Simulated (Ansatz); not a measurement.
# BP2: the cost of one run

Method: DFT PBE, scalar-relativistic, plane waves, PAW, unless a step names another level, in Ansatz 0.2.0.

4 further runs of the same task are left out: 4 set aside as unsound or not needed.

### Step 1. What the formula suggests

Pauling electronegativities: B 2.04, P 2.19 (spread 0.15). No set of common oxidation states balances it. Tabulated atomic sizes suggest about 15 Å³/atom. 46 candidates were drawn, by swapping species into database cells of other compounds, at random by space group and Wyckoff sites, or by hand, as the table says:

```tsv
name	made from	space group no.	Wyckoff sites	atoms (primitive cell)	V (Å³/atom)
c01	random	156	B 1a; P 1b, 1c	3	19.0
c02	random	227	B 8b; P 16d	6	18.2
c03	random	183	B 1a; P 2b	3	18.0
c04	random	156	B 1b; P 1a, 1c	3	18.0
c05	database cell of Te2Mo	11	B 2e; P 2e, 2e	6	21.2
c06	database cell of NbPt2	71	B 2a; P 4i	3	15.8
c07	random	14	B 2c; P 4e	6	19.2
c08	built by hand: pyrite (cubic SiP2)	205	B 4a; P 8c	12	15.2
c09	random	3	B 1c; P 2e	3	15.6
c10	random	25	B 1d; P 1d, 1d	3	16.4
c11	database cell of PrAg2	74	B 4e; P 8h	6	16.0
c12	random	139	B 2a; P 4c	3	15.9
c13	random	123	B 1c; P 2e	3	17.8
c14	random	123	B 1a; P 2e	3	19.2
c15	random	191	B 2c; P 4h	6	15.9
c16	random	99	B 1a; P 1a, 1b	3	17.9
c17	built by hand: ordered blue-phosphorus layer, root-3 cell	157	B 2b; P 3c, 1a	6	15.2
c18	database cell of NiCl2	166	B 3a; P 6c	3	14.8
c19	random	107	B 4b; P 8d	6	17.2
c20	random	166	B 3b; P 6c	3	17.7
c21	random	12	B 2c; P 2d, 2b	3	15.4
c22	database cell of Te2Pt	164	B 1a; P 2d	3	13.5
c23	database cell of Sc2Co	140	B 4a; P 8h	6	18.7
c24	database cell of MoSe2	164	B 2d; P 2d, 2d	6	21.2
c25	built by hand: polar BP slab capped by phosphorus bilayer	156	B 1a, 1c; P 1a, 1c, 1b, 1c	6	14.7
c26	random	3	B 1c; P 2e	3	17.9
c27	database cell of CrS2	12	B 2a; P 4i	3	21.2
c28	database cell of Sn2Ir	225	B 4a; P 8c	3	14.6
c29	database cell of BiAu2	227	B 8b; P 16c	6	14.0
c30	database cell of HfB2	191	B 1a; P 2d	3	13.4
c31	random	225	B 4b; P 8c	3	18.3
c32	database cell of SrH2	63	B 4c; P 4c, 4a	6	14.6
c33	random	47	B 1f; P 2s	3	18.0
c34	random	191	B 1a; P 2c	3	18.2
c35	database cell of TmAg2	139	B 2a; P 4e	3	15.0
c36	built by hand: NbAs2 (OsGe2)	12	B 4i; P 4i, 4i	6	15.2
c37	random	65	B 2c; P 2d, 2a	3	17.3
c38	database cell of FeSb2	34	B 2a; P 4c	6	13.6
c39	built by hand: P-terminated BP(111) slab with central P-P bilayer	164	B 2d; P 2d, 2c	6	14.7
c40	database cell of IBr2	136	B 2a; P 4f	6	18.8
c41	random	139	B 2b; P 4e	3	15.7
c42	database cell of AgI2	115	B 1d; P 2g	3	16.7
c43	random	123	B 1d, 1a; P 4l	6	17.0
c44	random	139	B 2a; P 4d	3	17.6
c45	database cell of PI2	2	B 2i; P 2i, 2i	6	15.6
c46	database cell of Te2Mo	187	B 1a; P 2h	3	21.2
```

### Step 2. Screening run of c25

Input file input.yaml:

```yaml
crystal:
  lattice:
    - [3.22, 0.0, 0.0]
    - [-1.61, 2.7886018, 0.0]
    - [0.0, 0.0, 9.8]
  atoms:
    - { symbol: B, position: [0.0, 0.0, 0.334] }
    - { symbol: B, position: [0.66666667, 0.33333333, 0.067] }
    - { symbol: P, position: [0.0, 0.0, 0.535] }
    - { symbol: P, position: [0.66666667, 0.33333333, 0.267] }
    - { symbol: P, position: [0.33333333, 0.66666667, 0.0] }
    - { symbol: P, position: [0.66666667, 0.33333333, 0.664] }
basis:
  ecutwfc: 420
kpoints:
  mp_grid: { grid: [6, 6, 2] }
hamiltonian:
  xc: pbe
scf:
  occupations: { method: gaussian, width: 0.2 }
  lower_state_search: "off"
output:
  forces: true
  stress: true
  eigenvalues: true
relax:
  adjacent_minimum: "off"
  f_tol: 0.08
  max_steps: 16
  cell: { stress_tol: 0.8 }
```

Command:

```console
$ ansatz run input.yaml --threads 1 --pin off --max-ram 2560MiB --backend cpu --events-out ev --progress --plain --runs-dir out
```

What time and memory should one allow on 1 thread of Intel Xeon at 2.70GHz, shared host?

About 18 s, with a peak of 0.34 GiB.
